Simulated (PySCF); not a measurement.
# CH6N2Si2: the cost of one run

Programs: PySCF 2.14.0, with density-fitted response routines of our own. Each step states its level of theory. These are calculated values for one molecule in the gas phase, unless marked as measured. Atoms count from 0, in the outputs and in this text.

## 1. The molecule as given

11 atoms, charge 0, multiplicity 1; geometry from: PBE0-D3(BJ)/def2-SVP.

Bonds of the start (Å): N0–C1 1.16, C1–Si2 1.86, Si2–Si3 2.35, Si3–N4 1.73, Si2–H5 1.49, Si2–H6 1.49, Si3–H7 1.49, Si3–H8 1.50, N4–H9 1.01, N4–H10 1.02.

## 2. NMR shieldings: PBE0/pcSseg-2

The job: settings as JSON, then the geometry in Å.

```
{"job": {"kind": "nmr", "xc": "PBE0", "basis": "pcSseg-2", "pop": false}, "charge": 0, "multiplicity": 1}
N     -1.540047     2.552549     0.201363
C     -1.608479     1.397774     0.103738
Si    -1.518457    -0.459151    -0.043856
Si     0.751185    -0.912871     0.365659
N      1.573059     0.375610    -0.440954
H     -1.957624    -0.795194    -1.428546
H     -2.478525    -1.022786     0.948470
H      1.147399    -2.214882    -0.250288
H      0.936782    -1.044688     1.850153
H      2.578016     0.345622    -0.573875
H      1.252675     1.329158    -0.301480
```

Level: GIAO PBE0/pcSseg-2 NMR shielding, non-relativistic, gas phase.

Run with:

```
$ OMP_NUM_THREADS=1 python probes_run.py task.json out
```

This one command runs all jobs of the session in turn.

**Question.** How long does this first job take on 1 thread of Arm Neoverse V1, shared host, and how much memory does it need?

About 37 s, with a peak of 1.1 GiB.
